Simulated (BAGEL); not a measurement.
# GeH2Cl2 (GeCl2H2) at HF/3-21G (density fitting with qzvpp-jkfit)

What is the vertical ionisation energy of GeH2Cl2 (GeCl2H2) at HF/3-21G (density fitting with qzvpp-jkfit)? 

The calculation is run with BAGEL 1.2.2.

7 further runs of the same task are left out: 4 that didn't finish, 3 set aside as unsound or not needed. Runs told in other sessions of the task aren't counted.

## Step 1: The molecule

The species is GeH2Cl2 (5 atoms), meant as a singlet with charge 0. As SMILES, `[H][Ge]([H])([Cl])[Cl]`. The shape comes from GFN2-xTB, which is rough for such elements, and wasn't checked as a minimum.

Bond lengths: Ge1–Cl2 2.097 Å, Ge1–Cl3 2.098 Å, Ge1–H4 1.513 Å, Ge1–H5 1.513 Å. Angles: Cl2–Ge1–Cl3 108.2°, Cl2–Ge1–H4 109.3°, Cl2–Ge1–H5 109.4°, Cl3–Ge1–H4 109.5°, Cl3–Ge1–H5 109.4°, H4–Ge1–H5 111.0°.

## Step 2: The energy at HF/3-21G (density fitting with qzvpp-jkfit)

Input file input.json:

```json
{ "bagel" : [

{
  "title" : "molecule",
  "basis" : "3-21g",
  "df_basis" : "qzvpp-jkfit",
  "angstrom" : "true",
  "geometry" : [
    { "atom" : "Ge", "xyz" : [      -0.121530,       0.000260,      -0.085600 ] },
    { "atom" : "Cl", "xyz" : [      -0.089600,      -0.019950,       2.010860 ] },
    { "atom" : "Cl", "xyz" : [       1.860500,       0.013760,      -0.772650 ] },
    { "atom" : "H", "xyz" : [      -0.829210,       1.249870,      -0.563110 ] },
    { "atom" : "H", "xyz" : [      -0.820160,      -1.243940,      -0.589510 ] }
  ]
},

{
  "title" : "hf"
},

{
  "title" : "print",
  "file" : "orbitals.molden",
  "orbitals" : "true"
}

]}
```

Command:

```console
$ BAGEL_NUM_THREADS=1 BAGEL input.json > input.out
```

Log:

```text
* using 1 threads per process

  ===============================================================
  ===============================================================

  *** Geometry ***

  { "atom" : "Ge", "xyz" : [     -0.229658,      0.000491,     -0.161761 ] },
  { "atom" : "Cl", "xyz" : [     -0.169319,     -0.037700,      3.799975 ] },
  { "atom" : "Cl", "xyz" : [      3.515835,      0.026003,     -1.460097 ] },
  { "atom" : "H", "xyz" : [     -1.566980,      2.361912,     -1.064124 ] },
  { "atom" : "H", "xyz" : [     -1.549878,     -2.350706,     -1.114012 ] },

  Number of auxiliary basis functions:      558

  Since a DF basis is specified, we compute 2- and 3-index integrals:
    o Being stored without compression. Storage requirement is 0.012 GB

  Number of basis functions:       52
  Number of electrons      :       68

    * METHOD: MOLECULE                             0.23

  *** RHF ***

  === Nuclear Repulsion ===
   354.2384144960

      * DIIS with orbital gradients will be used.

  === RHF iteration (3-21g) ===
      0      -2981.09852205          0.00896421           0.06
      1      -2981.15362956          0.00318479           0.06
      2      -2981.15926752          0.00050866           0.06
      3      -2981.15948492          0.00007757           0.06
      4      -2981.15949252          0.00002409           0.06
      5      -2981.15949331          0.00000416           0.05
      6      -2981.15949333          0.00000054           0.06
      7      -2981.15949333          0.00000010           0.06
      8      -2981.15949333          0.00000003           0.06
      9      -2981.15949333          0.00000001           0.06
    * SCF iteration converged.

    * Permanent dipole moment:
           (    0.997927,    -0.002921,     0.699435) a.u.

    * METHOD: HF                                   0.71

    * METHOD: PRINT                                0.01

  ===============================================================
```

Wall time 1.1 s (1 thread of Intel Xeon at 2.60GHz (Ice Lake), shared host); peak memory 0.1 GiB.

## Step 3: The doublet cation, same level

Input file hf.json:

```json
{ "bagel" : [

{
  "title" : "molecule",
  "basis" : "3-21g",
  "df_basis" : "qzvpp-jkfit",
  "angstrom" : true,
  "geometry" : [
    { "atom" : "Ge", "xyz" : [   -0.121530,    0.000260,   -0.085600 ] },
    { "atom" : "Cl", "xyz" : [   -0.089600,   -0.019950,    2.010860 ] },
    { "atom" : "Cl", "xyz" : [    1.860500,    0.013760,   -0.772650 ] },
    { "atom" : "H", "xyz" : [   -0.829210,    1.249870,   -0.563110 ] },
    { "atom" : "H", "xyz" : [   -0.820160,   -1.243940,   -0.589510 ] }
  ]
},
{
  "title" : "uhf",
  "charge" : 1,
  "nopen" : 1
},
{
  "title" : "print",
  "file" : "orbitals.molden",
  "orbitals" : true
}

]}
```

Command:

```console
$ BAGEL_NUM_THREADS=1 BAGEL hf.json > hf.out
```

Log:

```text
* using 1 threads per process

  ===============================================================
  ===============================================================

  *** Geometry ***

  { "atom" : "Ge", "xyz" : [     -0.229658,      0.000491,     -0.161761 ] },
  { "atom" : "Cl", "xyz" : [     -0.169319,     -0.037700,      3.799975 ] },
  { "atom" : "Cl", "xyz" : [      3.515835,      0.026003,     -1.460097 ] },
  { "atom" : "H", "xyz" : [     -1.566980,      2.361912,     -1.064124 ] },
  { "atom" : "H", "xyz" : [     -1.549878,     -2.350706,     -1.114012 ] },

  Number of auxiliary basis functions:      558

  Since a DF basis is specified, we compute 2- and 3-index integrals:
    o Being stored without compression. Storage requirement is 0.012 GB

  Number of basis functions:       52
  Number of electrons      :       68

    * METHOD: MOLECULE                             0.23

  *** Open-shell HF ***

  === Nuclear Repulsion ===
   354.2384144960

      * DIIS with orbital gradients will be used.

  === UHF iteration (3-21g) ===
      0      -2980.59032882          0.02466855           0.12
      1      -2980.69310597          0.01218186           0.11
      2      -2980.71061199          0.00553104           0.11
      3      -2980.71575602          0.00101841           0.11
      4      -2980.71664994          0.00069734           0.11
      5      -2980.71723041          0.00037880           0.11
      6      -2980.71748421          0.00012644           0.11
      7      -2980.71756504          0.00008610           0.11
      8      -2980.71761188          0.00009665           0.11
      9      -2980.71759967          0.00008638           0.11
     10      -2980.71759733          0.00005680           0.11
     11      -2980.71761108          0.00002097           0.11
     12      -2980.71761121          0.00001133           0.11
     13      -2980.71761146          0.00000448           0.11
     14      -2980.71761150          0.00000198           0.13
     15      -2980.71761151          0.00000138           0.12
     16      -2980.71761151          0.00000096           0.11
     17      -2980.71761151          0.00000088           0.11
     18      -2980.71761151          0.00000082           0.11
     19      -2980.71761151          0.00000080           0.11
     20      -2980.71761152          0.00000079           0.11
     21      -2980.71761152          0.00000075           0.11
     22      -2980.71761152          0.00000066           0.11
     23      -2980.71761153          0.00000046           0.11
     24      -2980.71761154          0.00000033           0.11
     25      -2980.71761154          0.00000025           0.11
     26      -2980.71761154          0.00000021           0.11
[... 36 lines of this table left out ...]
     63      -2980.71761154          0.00000002           0.11
     64      -2980.71761154          0.00000002           0.11
     65      -2980.71761154          0.00000002           0.11
     66      -2980.71761154          0.00000002           0.11
     67      -2980.71761154          0.00000002           0.11
     68      -2980.71761154          0.00000002           0.11
     69      -2980.71761154          0.00000002           0.11
     70      -2980.71761154          0.00000002           0.11
     71      -2980.71761154          0.00000002           0.11
     72      -2980.71761154          0.00000002           0.11
     73      -2980.71761154          0.00000001           0.11
     74      -2980.71761154          0.00000001           0.11
     75      -2980.71761154          0.00000001           0.11
    * SCF iteration converged.

    * S^2 (UHF) is 0.7804

    * Permanent dipole moment:
           (    1.107639,    -0.005233,     0.776915) a.u.

    * METHOD: UHF                                  8.66

    * METHOD: PRINT                                0.01

  ===============================================================
```

It took 9.3 s on 1 thread of Intel Xeon at 2.60GHz (Ice Lake), shared host; peak memory 0.1 GiB.

## Step 4: Outcome

At HF/3-21G (density fitting with qzvpp-jkfit):

| quantity | value |
| --- | --- |
| singlet GeH2Cl2: total energy | -2981.15949 Eh |
| singlet GeH2Cl2: dipole moment | 3.10 D |
| singlet GeH2Cl2: HOMO energy | -12.52 eV |
| singlet GeH2Cl2: LUMO energy | 2.84 eV |
| singlet GeH2Cl2: HOMO–LUMO gap | 15.36 eV |
| doublet cation: total energy | -2980.71761 Eh |
| doublet cation: ⟨S²⟩ | 0.780 |
| vertical ionisation energy (to the doublet cation) | 12.024 eV |

The vertical ionisation energy comes to 12.02 eV (277 kcal/mol). −ε(HOMO) before ionisation, 12.52 eV, is 0.49 eV above this ionisation energy.
